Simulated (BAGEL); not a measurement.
# [GaF4]− (SMILES [F][Ga-]([F])([F])[F]): B3LYP/def2-SVP (density fitting with qzvpp-jkfit)

What is the energy change on altering one bond length of [GaF4]− at B3LYP/def2-SVP (density fitting with qzvpp-jkfit)? 

The calculation is run with BAGEL 1.2.2.

6 further runs of the same task are left out: 5 that didn't finish, 1 set aside as unsound or not needed.

## (1) The molecule

[GaF4]−: 5 atoms, total charge -1, spin state singlet. As SMILES, `[F][Ga-]([F])([F])[F]`. The shape comes from GFN2-xTB, which is rough for such elements, and wasn't checked as a minimum.

Bond lengths: Ga1–F2 1.766 Å, Ga1–F3 1.764 Å, Ga1–F4 1.765 Å, Ga1–F5 1.764 Å. Angles: F2–Ga1–F3 109.3°, F2–Ga1–F4 109.6°, F2–Ga1–F5 109.5°, F3–Ga1–F4 109.5°, F3–Ga1–F5 109.6°, F4–Ga1–F5 109.3°.

## (2) The energy at B3LYP/def2-SVP (density fitting with qzvpp-jkfit)

File input.json:

```json
{ "bagel" : [

{
  "title" : "molecule",
  "basis" : "svp",
  "df_basis" : "qzvpp-jkfit",
  "angstrom" : true,
  "geometry" : [
    { "atom" : "Ga", "xyz" : [       0.000160,      -0.000130,      -0.000070 ] },
    { "atom" : "F", "xyz" : [       0.013270,      -0.019080,       1.765320 ] },
    { "atom" : "F", "xyz" : [       1.660890,       0.011250,      -0.595480 ] },
    { "atom" : "F", "xyz" : [      -0.840540,       1.443030,      -0.571690 ] },
    { "atom" : "F", "xyz" : [      -0.833770,      -1.435070,      -0.598070 ] }
  ]
},

{ "title" : "ks", "xc_func" : "b3lyp", "charge" : -1 },

{ "title" : "print", "file" : "orbitals.molden", "orbitals" : true }

]}
```

Command:

```console
BAGEL_NUM_THREADS=1 BAGEL input.json > input.out
```

Output:

```text
* using 1 threads per process

  ===============================================================
  ===============================================================

  *** Geometry ***

  { "atom" : "Ga", "xyz" : [      0.000302,     -0.000246,     -0.000132 ] },
  { "atom" : "F", "xyz" : [      0.025077,     -0.036056,      3.335971 ] },
  { "atom" : "F", "xyz" : [      3.138627,      0.021259,     -1.125294 ] },
  { "atom" : "F", "xyz" : [     -1.588390,      2.726931,     -1.080338 ] },
  { "atom" : "F", "xyz" : [     -1.575597,     -2.711889,     -1.130189 ] },

  Number of auxiliary basis functions:      574

  Since a DF basis is specified, we compute 2- and 3-index integrals:
    o Being stored without compression. Storage requirement is 0.036 GB

  Number of basis functions:       88
  Number of electrons      :       67

    * METHOD: MOLECULE                             0.28

  *** Kohn-Sham DFT ***

    * Removing 8071 points whose weight is below 1.00e-10
    * Grid points: 66459

  === Nuclear Repulsion ===
   423.8726233574

       - DIIS with orbital gradients will be used.

  === KS iteration (b3lyp / svp) ===
      0      -2241.61400937          0.15339246           0.38
      1      -2078.05154643          0.24591826           0.35
      2      -2224.86389802          0.15460225           0.35
      3      -2299.35376775          0.12749597           0.35
      4      -2321.56556187          0.06064281           0.35
      5      -2319.68792936          0.08958690           0.35
      6      -2323.00266023          0.05072379           0.35
      7      -2323.49377972          0.03070219           0.35
      8      -2323.81999701          0.01509758           0.35
      9      -2323.94231045          0.00782276           0.35
     10      -2323.97225016          0.00230640           0.35
     11      -2323.97502595          0.00052165           0.35
     12      -2323.97514163          0.00023177           0.35
     13      -2323.97517015          0.00004720           0.35
     14      -2323.97517130          0.00000592           0.35
     15      -2323.97517130          0.00000636           0.35
     16      -2323.97517132          0.00000136           0.35
     17      -2323.97517132          0.00000082           0.35
     18      -2323.97517132          0.00000026           0.35
     19      -2323.97517132          0.00000018           0.35
     20      -2323.97517132          0.00000003           0.35
     21      -2323.97517132          0.00000000           0.35
    * SCF iteration converged.

    * Permanent dipole moment:
           (   -0.000904,     0.001071,     0.000856) a.u.

    * METHOD: KS                                   7.99

    * METHOD: PRINT                                0.01

  ===============================================================
```

Run time: 8.7 s. Hardware: 1 thread of Arm Neoverse V2, shared host; peak memory 0.34 GiB.

## (3) The distorted shape at the same level

File dft.json:

```json
{ "bagel" : [

{
  "title" : "molecule",
  "basis" : "svp",
  "df_basis" : "qzvpp-jkfit",
  "angstrom" : true,
  "geometry" : [
    { "atom" : "Ga", "xyz" : [   -0.015572,    0.022610,   -2.118549 ] },
    { "atom" : "F", "xyz" : [    0.013270,   -0.019080,    1.765320 ] },
    { "atom" : "F", "xyz" : [    1.645158,    0.033990,   -2.713959 ] },
    { "atom" : "F", "xyz" : [   -0.856272,    1.465770,   -2.690169 ] },
    { "atom" : "F", "xyz" : [   -0.849502,   -1.412330,   -2.716549 ] }
  ]
},
{
  "title" : "ks",
  "xc_func" : "b3lyp",
  "charge" : -1
},
{
  "title" : "print",
  "file" : "orbitals.molden",
  "orbitals" : true
}

]}
```

Command:

```console
BAGEL_NUM_THREADS=1 BAGEL dft.json > dft.out
```

Output:

```text
* using 1 threads per process

  ===============================================================
  ===============================================================

  *** Geometry ***

  { "atom" : "Ga", "xyz" : [     -0.029427,      0.042727,     -4.003477 ] },
  { "atom" : "F", "xyz" : [      0.025077,     -0.036056,      3.335971 ] },
  { "atom" : "F", "xyz" : [      3.108898,      0.064232,     -5.128639 ] },
  { "atom" : "F", "xyz" : [     -1.618120,      2.769904,     -5.083683 ] },
  { "atom" : "F", "xyz" : [     -1.605326,     -2.668917,     -5.133534 ] },

  Number of auxiliary basis functions:      574

  Since a DF basis is specified, we compute 2- and 3-index integrals:
    o Being stored without compression. Storage requirement is 0.036 GB

  Number of basis functions:       88
  Number of electrons      :       67

    * METHOD: MOLECULE                             0.27

  *** Kohn-Sham DFT ***

    * Removing 6696 points whose weight is below 1.00e-10
    * Grid points: 67834

  === Nuclear Repulsion ===
   360.5952683309

       - DIIS with orbital gradients will be used.

  === KS iteration (b3lyp / svp) ===
      0      -2225.46780321          0.14725642           0.38
      1      -1929.77884900          0.20327045           0.36
      2      -2207.87737686          0.15126587           0.36
      3      -2278.03756415          0.14335366           0.36
      4      -2320.06998516          0.07177004           0.35
      5      -2320.79451903          0.07620285           0.35
      6      -2308.52206088          0.19697683           0.36
      7      -2322.57260903          0.05936881           0.36
      8      -2320.67094848          0.07320529           0.36
      9      -2310.44686817          0.03636645           0.35
     10      -2317.28735856          0.06077831           0.35
     11      -2322.35311599          0.03626701           0.35
     12      -2321.69080321          0.04921457           0.36
     13      -2321.20697120          0.05158696           0.36
     14      -2314.81112082          0.08183824           0.35
     15      -2310.46912955          0.03565104           0.35
     16      -2319.93610007          0.05583749           0.35
     17      -2295.56838938          0.08190617           0.35
     18      -2321.69425843          0.04228957           0.35
     19      -2321.04016264          0.04747302           0.35
     20      -2321.03142695          0.04749125           0.35
     21      -2297.39495840          0.04629054           0.35
     22      -2318.98350381          0.05826947           0.35
     23      -2283.50722266          0.08178096           0.36
     24      -2321.81509429          0.04418030           0.36
     25      -2322.40586622          0.03754743           0.35
     26      -2322.81771215          0.03197967           0.35
     27      -2310.28768447          0.03722257           0.35
     28      -2323.18197804          0.02563307           0.35
     29      -2323.50994894          0.01742605           0.36
     30      -2323.64737875          0.01213884           0.35
     31      -2323.73345747          0.00771048           0.35
     32      -2323.75811779          0.00869029           0.34
     33      -2322.79499672          0.02146694           0.35
     34      -2323.79525714          0.00371174           0.36
     35      -2323.79276128          0.00306411           0.35
     36      -2323.79621609          0.00269373           0.35
     37      -2323.79508636          0.00276390           0.35
     38      -2323.79430385          0.00287003           0.35
     39      -2323.08159353          0.02271646           0.35
     40      -2323.80495789          0.00066500           0.35
     41      -2323.80535959          0.00043616           0.36
     42      -2323.80542703          0.00018846           0.36
     43      -2323.80544922          0.00012907           0.35
     44      -2323.80545731          0.00008417           0.36
     45      -2323.80546513          0.00002781           0.36
     46      -2323.80546525          0.00002463           0.36
     47      -2323.80546578          0.00001029           0.35
     48      -2323.80546587          0.00000522           0.35
     49      -2323.80546589          0.00000078           0.35
     50      -2323.80546589          0.00000047           0.35
     51      -2323.80546589          0.00000005           0.35
     52      -2323.80546589          0.00000007           0.35
     53      -2323.80546589          0.00000004           0.35
     54      -2323.80546589          0.00000001           0.36
     55      -2323.80546589          0.00000001           0.37
     56      -2323.80546589          0.00000001           0.36
     57      -2323.80546589          0.00000000           0.36
    * SCF iteration converged.

    * Permanent dipole moment:
           (    0.018752,    -0.028352,     2.787576) a.u.

    * METHOD: KS                                  20.83

    * METHOD: PRINT                                0.01

  ===============================================================
```

It took 21 s on 1 thread of Arm Neoverse V2, shared host; peak memory 0.35 GiB.

## (4) Summary of results

Level: B3LYP/def2-SVP (density fitting with qzvpp-jkfit).

```
                                                              quantity           value
                                             first shape: total energy  -2323.97517 Eh
                                              first shape: HOMO energy        -4.38 eV
                                              first shape: LUMO energy         5.23 eV
    first shape: HOMO–LUMO gap (to an unbound level, set by the basis)         9.62 eV
                                         distorted shape: total energy  -2323.80547 Eh
                                          distorted shape: HOMO energy        -1.27 eV
                                          distorted shape: LUMO energy         0.47 eV
distorted shape: HOMO–LUMO gap (to an unbound level, set by the basis)         1.74 eV
    energy change with the Ga1–F2 bond stretched from 1.766 to 3.884 Å        4.618 eV
```

In words: With the Ga1–F2 bond stretched from 1.766 to 3.884 Å the energy rises by 4.62 eV (446 kJ/mol). The first shape isn't relaxed at this level, so the change isn't measured from a minimum.
